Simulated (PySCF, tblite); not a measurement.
**C₄H₆BNO₄: geometry, infrared bands and NMR shifts**

What infrared bands and NMR shifts should C₄H₆BNO₄ (`CO[C@]1(C#N)COB(O)O1`) show?

Programs: tblite 0.8.0 and PySCF 2.14.0, with density-fitted response routines of our own. Each step states its level of theory. These are calculated values for one molecule in the gas phase, unless marked as measured. Atoms count from 0, in the outputs and in this text.

## 1. The molecule as given

16 atoms, charge 0, multiplicity 1; geometry from: force field or distance geometry start.

Bonds of the start (Å): C0–O1 1.41, O1–C2 1.43, C2–C3 1.49, C3–N4 1.15, C2–C5 1.55, C5–O6 1.40, O6–B7 1.45, B7–O8 1.47, B7–O9 1.46, O9–C2 1.41, C0–H10 1.12, C0–H11 1.11, C0–H12 1.11, C5–H13 1.11, C5–H14 1.10, O8–H15 0.98.

## 2. Optimising the geometry with GFN2-xTB

The job: settings as JSON, then the geometry in Å.

```
{"job": {"kind": "relax", "xc": "GFN2-xTB", "basis": "xTB"}, "charge": 0, "multiplicity": 1}
C     -1.826700    -1.019500     0.235700
O     -0.883900    -0.511600    -0.687700
C     -0.112700     0.555700    -0.127100
C     -0.925800     1.807400    -0.143400
N     -1.555300     2.769400    -0.130600
C      1.152400     0.761200    -0.993200
O      2.274900     0.637800    -0.158800
B      1.693400    -0.076500     0.963400
O      2.106200    -1.463900     1.211800
O      0.298300     0.285900     1.189500
H     -2.461100    -0.210800     0.678200
H     -1.343600    -1.610700     1.038500
H     -2.522700    -1.700000    -0.297500
H      1.193400     1.761400    -1.480400
H      1.217000     0.010500    -1.801000
H      1.688600    -1.987300     0.491400
```

Started as:

```bash
$ OMP_NUM_THREADS=1 python probes_run.py task.json out
```

The driver reads the jobs from task.json and runs them one after another.

**Question.** This job is followed by: GFN2-xTB harmonic vibrations, gas phase; GIAO PBE0/pcSseg-1 NMR shielding, non-relativistic, gas phase. Predict these results of the whole session: strongest single infrared mode (GFN2-xTB); zero-point energy (GFN2-xTB); 13C shifts against TMS (PBE0/pcSseg-1); 1H shifts against TMS (PBE0/pcSseg-1, means over atoms taken as alike); 17O shifts against H2O (PBE0/pcSseg-1); 15N shifts against NH3 (PBE0/pcSseg-1); 11B shifts against BF3·OEt2 (PBE0/pcSseg-1).

As calculated:

| quantity | value |
| --- | --- |
| strongest single infrared mode (GFN2-xTB) | 1383 cm⁻¹, 607 km/mol |
| zero-point energy (GFN2-xTB) | 69.2 kcal/mol |
| 13C shifts against TMS (PBE0/pcSseg-1) | 120.2, 101.4, 82.6, 55.0 ppm |
| 1H shifts against TMS (PBE0/pcSseg-1, means over atoms taken as alike) | 4.72, 4.50, 3.84, 3.80 ppm |
| 17O shifts against H2O (PBE0/pcSseg-1) | 153.1, 98.1, 95.1, 73.7 ppm |
| 15N shifts against NH3 (PBE0/pcSseg-1) | 309.1 ppm |
| 11B shifts against BF3·OEt2 (PBE0/pcSseg-1) | 21.6 ppm |

In words: Relaxing lowered the energy by 1.907 eV in 89 steps; the close pair that moved most is B7–O8, from 1.469 to 1.333 Å. All 42 modes are real, so the xTB geometry is a minimum. The strongest single mode, at 1383 cm⁻¹, moves mainly B7. GFN2-xTB is a fitted tight-binding method: band positions and strengths are rough. Its intensities can rank the bands wrongly. C3 (nitrile carbon) lies farthest downfield among carbon, at 120.2 ppm; C≡N carbons fall here, among the sp2 signals but without a proton. At PBE0/pcSseg-1: Shielding is most anisotropic at N4 (span 472 ppm, paramagnetic term -381 ppm).
